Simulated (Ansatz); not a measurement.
**GaH4+ (singlet): the correlation ladder at distance H3–H5 = 0.765 Å, cc-pVDZ**

How much of the correlation energy of GaH4+ (singlet) does each wave-function method recover here?

Computed with Ansatz 0.2.0, Gaussian basis. Level: cc-pVDZ, core rule «outside noble gas», up to 14 orbitals frozen.

The runs, in order: UHF; CCSD(T) on RHF; BCCD(T) on RHF; CISD; CCSDT(Q) on RHF; CASSCF and MRCISD+Q, 2 electrons in 2 orbitals; CASSCF and NEVPT2, 2 electrons in 2 orbitals; Full CI.

45 further runs of the same task are left out: 24 for a known fault of the program, 16 that didn't finish, 5 set aside as unsound or not needed.

### 1 What is computed

The geometry derives from a PBE0/def2-TZVP stationary point (not a proven minimum). One bond is set to the value named and the two fragments are kept rigid. No spin-orbit coupling is included. The filled d shell of Ga may be among the frozen orbitals whatever the setting's name suggests; the logs give the count.

5 atoms, charge 1, spin multiplicity 1.

Atoms are counted from 1 here; the program's logs count them from 0.

Bond lengths: Ga1–H2 1.527 Å, Ga1–H4 1.527 Å, H3–H5 0.765 Å. Angles: H2–Ga1–H4 169.3°.

In the tables R marks a restricted determinant and U an unrestricted one; 'pair' is the active space of 2 electrons in 2 orbitals; energies count from the table's Hartree-Fock row.

### 2 UHF

The input, in.yaml:

```yaml
crystal:
  periodic: [false, false, false]
  atoms:
    - {symbol: Ga, position_ang: [0.000000, 0.000000, -0.055194]}
    - {symbol: H, position_ang: [0.000000, 1.520673, -0.197915]}
    - {symbol: H, position_ang: [0.000000, 0.382522, 2.106890]}
    - {symbol: H, position_ang: [0.000000, -1.520673, -0.197915]}
    - {symbol: H, position_ang: [0.000000, -0.382522, 2.106890]}
basis:
  gaussian: {orbitals: cc-pVDZ}
total_charge: 1
magnetization: {spin_polarized: true, initial_magnetization: 0}
hamiltonian: {xc: hf}
output: {orbitals: {seedname: orbitals}}
```

On the command line:

```bash
ansatz run in.yaml --threads 1 --pin off --events-out ev --progress --plain --max-ram 2393MiB
```

Standard output:

```text
Functional definition: HF
  name "HF"
  cite "Fock, Z. Phys. 61, 126 (1930) doi:10.1007/BF01340294"
  parent pbe
  exchange = exact_x
  correlation = 0
492 factors; integrals over basis functions are off by at most 1.5e-3 eV
mean field evaluation 1: about -52387.5050 eV, gradient 5.8e0 eV
mean field evaluation 2: about -52387.5070 eV, gradient 5.8e0 eV
mean field evaluation 4: about -52387.9131 eV, gradient 1.5e-1 eV
mean field evaluation 8: about -52387.9127 eV, gradient 7.7e-6 eV
mean field -52387.91268048 eV, -1925.2202812052 hartree, gradient 7.7e-6 eV, S^2 0.000000; 0 other end points of the search recorded, 0 dependent functions left out
reference -52387.91268048 eV, -1925.2202812052 hartree; 17, 17 occupied and 30, 30 virtual orbitals, 492 factors
Total energy: -52387.91268048 eV, -1925.2202812052 hartree
```

Run time: 0.48 s. Hardware: 1 thread of Arm Neoverse V1, shared host.

From the report: ⟨S²⟩ of the determinant 0.000 (pure singlet: 0.00).

The unrestricted search falls back on the restricted solution.

### 3 CCSD(T) on RHF

in.yaml, as its differences from that of step 2:

```diff
@@ -11,4 +11,3 @@
 total_charge: 1
-magnetization: {spin_polarized: true, initial_magnetization: 0}
-hamiltonian: {xc: hf}
-output: {orbitals: {seedname: orbitals}}
+magnetization: {spin_polarized: false}
+correlation: {method: ccsd_t, electrons: outside_noble_gas}
```

Same command.

Standard output (excerpt; [...] marks lines left out):

```text
Functional definition: HF
  name "HF"
  cite "Fock, Z. Phys. 61, 126 (1930) doi:10.1007/BF01340294"
  parent pbe
[...]
492 factors; integrals over basis functions are off by at most 1.5e-3 eV
[...]
mean field -52387.91268048 eV, -1925.2202812052 hartree, gradient 7.9e-6 eV, S^2 0.000000; 0 other end points of the search recorded, 0 dependent functions left out
14 core orbitals not correlated: weight in the atoms' cores, before any rotation towards them, 0.997 or more for the frozen orbitals, at most 0.001 for the correlated occupied ones
reference -52387.91268048 eV, -1925.2202812052 hartree; 3, 3 occupied and 30, 30 virtual orbitals, 492 factors
second order -2.12442283 eV of doubles, -0.00000000 eV of singles
cycle   1  -2.59841999 eV  change   -4.7e-1 eV  update   5.0e-2
[...]
cycle   8  -2.79492006 eV  change   -5.2e-6 eV  update   5.4e-6
perturbative correction -0.02430681 eV, -0.0008932588 hartree
Total energy: -52390.73190735 eV, -1925.3238858818 hartree
```

It took 0.51 s on 1 thread of Arm Neoverse V1, shared host.

From the report: correlation -2.8192 eV; T1 0.008; largest double amplitude 0.08.

### 4 BCCD(T) on RHF

in.yaml, as its differences from that of step 3:

```diff
@@ -12,2 +12,2 @@
 magnetization: {spin_polarized: false}
-correlation: {method: ccsd_t, electrons: outside_noble_gas}
+correlation: {method: bccd_t, electrons: outside_noble_gas}
```

The command is unchanged.

Standard output (excerpt; [...] marks lines left out):

```text
Functional definition: HF
  name "HF"
  cite "Fock, Z. Phys. 61, 126 (1930) doi:10.1007/BF01340294"
  parent pbe
[...]
492 factors; integrals over basis functions are off by at most 1.5e-3 eV
[...]
mean field -52387.91268048 eV, -1925.2202812052 hartree, gradient 7.9e-6 eV, S^2 0.000000; 0 other end points of the search recorded, 0 dependent functions left out
14 core orbitals not correlated: weight in the atoms' cores, before any rotation towards them, 0.997 or more for the frozen orbitals, at most 0.001 for the correlated occupied ones
reference -52387.91268048 eV, -1925.2202812052 hartree; 3, 3 occupied and 30, 30 virtual orbitals, 492 factors
second order -2.12442283 eV of doubles, -0.00000000 eV of singles
cycle   1  -2.60162489 eV  change   -4.8e-1 eV  update   5.0e-2
[...]
cycle   8  -2.79487705 eV  change   -6.5e-6 eV  update   5.5e-6
perturbative correction -0.02463878 eV, -0.0009054584 hartree
Total energy: -52390.73219631 eV, -1925.3238965008 hartree
```

It took 0.6 s on 1 thread of Arm Neoverse V1, shared host.

From the report: correlation -2.8195 eV; largest double amplitude 0.08.

### 5 CISD

in.yaml, as its differences from that of step 4:

```diff
@@ -11,3 +11,2 @@
 total_charge: 1
-magnetization: {spin_polarized: false}
-correlation: {method: bccd_t, electrons: outside_noble_gas}
+correlation: {active_space: {ras: {orbitals: [3, 0, 30], electrons: 6, max_holes: 2, max_particles: 2}, fixed_orbitals: true}}
```

Same command.

Standard output:

```text
Functional definition: HF
  name "HF"
  cite "Fock, Z. Phys. 61, 126 (1930) doi:10.1007/BF01340294"
  parent pbe
  exchange = exact_x
  correlation = 0
492 factors; integrals over basis functions are off by at most 1.5e-3 eV
mean field evaluation 1: about -52387.5050 eV, gradient 8.2e0 eV
mean field evaluation 2: about -52387.5070 eV, gradient 8.2e0 eV
mean field evaluation 4: about -52387.9130 eV, gradient 2.1e-1 eV
mean field evaluation 8: about -52387.9127 eV, gradient 7.9e-6 eV
mean field -52387.91268048 eV, -1925.2202812052 hartree, gradient 7.9e-6 eV, S^2 0.000000; 0 other end points of the search recorded, 0 dependent functions left out
reference -52387.91268048 eV, -1925.2202812052 hartree; 17, 17 occupied and 30, 30 virtual orbitals, 492 factors
state -52390.61053932 eV, -1925.3194256886 hartree
Total energy: -52390.61053932 eV, -1925.3194256886 hartree
```

Wall time 1.5 s (1 thread of Arm Neoverse V1, shared host).

From the report: 3,327 determinants.

### 6 CCSDT(Q) on RHF

in.yaml, as its differences from that of step 5:

```diff
@@ -11,2 +11,3 @@
 total_charge: 1
-correlation: {active_space: {ras: {orbitals: [3, 0, 30], electrons: 6, max_holes: 2, max_particles: 2}, fixed_orbitals: true}}
+magnetization: {spin_polarized: false}
+correlation: {method: ccsdt_q, electrons: outside_noble_gas}
```

Same command.

Standard output (excerpt; [...] marks lines left out):

```text
Functional definition: HF
  name "HF"
  cite "Fock, Z. Phys. 61, 126 (1930) doi:10.1007/BF01340294"
  parent pbe
[...]
919 factors; integrals over basis functions are off by at most 2.2e-7 eV
[...]
mean field -52387.91278277 eV, -1925.2202849641 hartree, gradient 9.2e-6 eV, S^2 0.000000; 0 other end points of the search recorded, 0 dependent functions left out
14 core orbitals not correlated: weight in the atoms' cores, before any rotation towards them, 0.997 or more for the frozen orbitals, at most 0.001 for the correlated occupied ones
reference -52387.91278277 eV, -1925.2202849641 hartree; 3, 3 occupied and 30, 30 virtual orbitals, 919 factors
second order -2.12446396 eV of doubles, -0.00000000 eV of singles
cycle   1  -2.59842788 eV  change   -4.7e-1 eV  update   5.2e-2
[...]
cycle  11  -2.82736853 eV  change   -8.8e-8 eV  update   5.6e-7
perturbative correction -0.00064413 eV, -0.0000236715 hartree
Total energy: -52390.74079543 eV, -1925.3242125125 hartree
```

It took 2.2 s on 1 thread of Arm Neoverse V1, shared host.

From the report: correlation -2.8280 eV; T1 0.009; largest double amplitude 0.08.

### 7 CASSCF and MRCISD+Q, 2 electrons in 2 orbitals

in.yaml, as its differences from that of step 6:

```diff
@@ -11,3 +11,2 @@
 total_charge: 1
-magnetization: {spin_polarized: false}
-correlation: {method: ccsdt_q, electrons: outside_noble_gas}
+correlation: {method: fic_mrcisd_q, electrons: outside_noble_gas, active_space: {window: {electrons: 2, orbitals: 2}}}
```

Launched as before.

Standard output (excerpt; [...] marks lines left out):

```text
Functional definition: HF
  name "HF"
  cite "Fock, Z. Phys. 61, 126 (1930) doi:10.1007/BF01340294"
  parent pbe
[...]
492 factors; integrals over basis functions are off by at most 1.5e-3 eV
[...]
mean field -52387.91268048 eV, -1925.2202812052 hartree, gradient 7.9e-6 eV, S^2 0.000000; 0 other end points of the search recorded, 0 dependent functions left out
reference -52387.91268048 eV, -1925.2202812052 hartree; 17, 17 occupied and 30, 30 virtual orbitals, 492 factors
state -52388.39709989 eV, -1925.2380832901 hartree
contracted CI cycle   1: correlation 0.00000000 eV, 0.0000000000 hartree, residual 1.13e1 eV
contracted CI cycle   2: correlation -2.17919592 eV, -0.0800839728 hartree, residual 1.93e0 eV
contracted CI cycle   3: correlation -2.24335504 eV, -0.0824417770 hartree, residual 4.74e-1 eV
contracted CI cycle   4: correlation -2.24787982 eV, -0.0826080596 hartree, residual 1.73e-1 eV
[...]
contracted CI cycle   3: correlation -2.31705494 eV, -0.0851501984 hartree, residual 5.45e-1 eV
contracted CI cycle   4: correlation -2.32322141 eV, -0.0853768121 hartree, residual 2.27e-1 eV
contracted CI cycle   5: correlation -2.32420398 eV, -0.0854129208 hartree, residual 7.95e-2 eV
contracted CI cycle   6: correlation -2.32433542 eV, -0.0854177513 hartree, residual 3.17e-2 eV
contracted CI cycle   7: correlation -2.32435349 eV, -0.0854184154 hartree, residual 9.80e-3 eV
contracted CI cycle   8: correlation -2.32435537 eV, -0.0854184842 hartree, residual 3.17e-3 eV
contracted CI cycle   9: correlation -2.32435555 eV, -0.0854184911 hartree, residual 1.04e-3 eV
state -52388.33030499 eV, -1925.2356286227 hartree; corrected -52390.77128134 eV, -1925.3253328490 hartree
state -52388.33030499 eV, -1925.2356286227 hartree; corrected -52390.77128134 eV, -1925.3253328490 hartree
WARN: the results are in doubt because another end's mean lies 0.067 eV lower, and its corrected mean 0.009 eV higher
Total energy: -52390.77128134 eV, -1925.3253328490 hartree
In doubt: another end's mean lies 0.067 eV lower, and its corrected mean 0.009 eV higher
```

Run time: 3.1 s. Hardware: 1 thread of Arm Neoverse V1, shared host.

From the report: 4 determinants; active occupations 1.97, 0.03. The program marks this result as in doubt; its last lines say why.

### 8 CASSCF and NEVPT2, 2 electrons in 2 orbitals

in.yaml, as its differences from that of step 7:

```diff
@@ -11,2 +11,2 @@
 total_charge: 1
-correlation: {method: fic_mrcisd_q, electrons: outside_noble_gas, active_space: {window: {electrons: 2, orbitals: 2}}}
+correlation: {method: sc_nevpt2, electrons: outside_noble_gas, active_space: {window: {electrons: 2, orbitals: 2}}}
```

Same command.

Standard output (excerpt; [...] marks lines left out):

```text
Functional definition: HF
  name "HF"
  cite "Fock, Z. Phys. 61, 126 (1930) doi:10.1007/BF01340294"
  parent pbe
[...]
492 factors; integrals over basis functions are off by at most 1.5e-3 eV
[...]
mean field -52387.91268048 eV, -1925.2202812052 hartree, gradient 7.9e-6 eV, S^2 0.000000; 0 other end points of the search recorded, 0 dependent functions left out
reference -52387.91268048 eV, -1925.2202812052 hartree; 17, 17 occupied and 30, 30 virtual orbitals, 492 factors
state -52388.39709989 eV, -1925.2380832901 hartree
state -52388.39709989 eV, -1925.2380832901 hartree; corrected -52390.07966584 eV, -1925.2999164484 hartree
state -52388.33030499 eV, -1925.2356286227 hartree
state -52388.33030499 eV, -1925.2356286227 hartree; corrected -52390.06535947 eV, -1925.2993906988 hartree
state -52388.39709989 eV, -1925.2380832901 hartree; corrected -52390.07966584 eV, -1925.2999164484 hartree
[...]
Total energy: -52390.07966584 eV, -1925.2999164484 hartree
```

Run time: 3 s. Hardware: 1 thread of Arm Neoverse V1, shared host.

From the report: 2 determinants; active occupations 1.98, 0.02.

### 9 Full CI

in.yaml, as its differences from that of step 8:

```diff
@@ -11,2 +11,2 @@
 total_charge: 1
-correlation: {method: sc_nevpt2, electrons: outside_noble_gas, active_space: {window: {electrons: 2, orbitals: 2}}}
+correlation: {method: fci, electrons: outside_noble_gas}
```

Same command.

Standard output:

```text
Functional definition: HF
  name "HF"
  cite "Fock, Z. Phys. 61, 126 (1930) doi:10.1007/BF01340294"
  parent pbe
  exchange = exact_x
  correlation = 0
919 factors; integrals over basis functions are off by at most 2.2e-7 eV
mean field evaluation 1: about -52387.5037 eV, gradient 8.2e0 eV
mean field evaluation 2: about -52387.5069 eV, gradient 8.2e0 eV
mean field evaluation 4: about -52387.9131 eV, gradient 2.1e-1 eV
mean field evaluation 8: about -52387.9128 eV, gradient 9.2e-6 eV
mean field -52387.91278277 eV, -1925.2202849641 hartree, gradient 9.2e-6 eV, S^2 0.000000; 0 other end points of the search recorded, 0 dependent functions left out
14 core orbitals not correlated: weight in the atoms' cores, before any rotation towards them, 0.997 or more for the frozen orbitals, at most 0.001 for the correlated occupied ones
reference -52387.91278277 eV, -1925.2202849641 hartree; 3, 3 occupied and 30, 30 virtual orbitals, 919 factors
state -52390.74103660 eV, -1925.3242213753 hartree
Total energy: -52390.74103660 eV, -1925.3242213753 hartree
```

Run time: 28 s. Hardware: 1 thread of Arm Neoverse V1, shared host; peak memory 0.73 GiB.

From the report: 7,516,932 determinants, symmetry A1.

### 10 How many determinants matter

Natural occupations of the FCI state about the gap (report; correlated orbitals 1 to 10): 1.965, 1.957, 1.947, 0.037, 0.021, 0.014, 0.011, 0.011, 0.006, 0.006. The count of effectively unpaired electrons, Σ n²(2 − n)², is 0.03; a single determinant of this spin has 0.

### 11 Misses and costs

The yardstick is full CI for this spin, exact in this basis with these frozen cores. Rows without a time come out of other runs: HF, MP2 and CCSD of CCSD(T), CCSDT of CCSDT(Q), CASSCF and MRCISD of the multireference runs.

Differences are taken before rounding.

```
     method  energy from the lowest RHF (meV)  from FCI (meV)    time
        RHF                               0.0         +2828.4        
       RMP2                           -2124.4          +703.9        
      RCCSD                           -2794.9           +33.4        
   RCCSD(T)                           -2819.2            +9.1  0.51 s
    BCCD(T)                           -2819.5            +8.8   0.6 s
     RCCSDT                           -2827.5            +0.9        
  RCCSDT(Q)                           -2828.1            +0.2   2.2 s
CASSCF pair                            -484.4         +2343.9        
NEVPT2 pair                           -2167.0          +661.4     3 s
        FCI                           -2828.4               0    28 s
```

Among the levels timed on like hardware and quicker than the yardstick, those that no quicker one beats, quickest first: RCCSD(T) (0.51 s, +9.1 meV); BCCD(T) (0.6 s, +8.8 meV); RCCSDT(Q) (2.2 s, +0.2 meV).

Not comparable, so not listed: CISD; CASSCF and MRCISD+Q, 2 electrons in 2 orbitals (they don't share determinant, frozen orbitals or solution with the rows shown, or repeat one).

### 12 Results

```
                         quantity                                        value
         FCI below the RHF energy                                   -2.8284 eV
                    RMP2 from FCI                                   +703.9 meV
                   RCCSD from FCI                                    +33.4 meV
                RCCSD(T) from FCI                                     +9.1 meV
               RCCSDT(Q) from FCI                                     +0.2 meV
             NEVPT2 pair from FCI                                   +661.4 meV
levels within 1 kcal/mol (43 meV)  RCCSD, RCCSD(T), BCCD(T), RCCSDT, RCCSDT(Q)
                    T1 diagnostic                                        0.008
   effectively unpaired electrons                                         0.03
```

RCCSD(T) lands +9.1 meV from the yardstick (0.3 % of the correlation energy). One determinant dominates. These misses are within one basis, not against nature.

For cost: RCCSDT(Q) gets within 0.2 meV in 2.2 s, where FCI took 28 s; the quickest level in the cost chart, RCCSD(T), takes 0.51 s and misses by 9.1 meV.
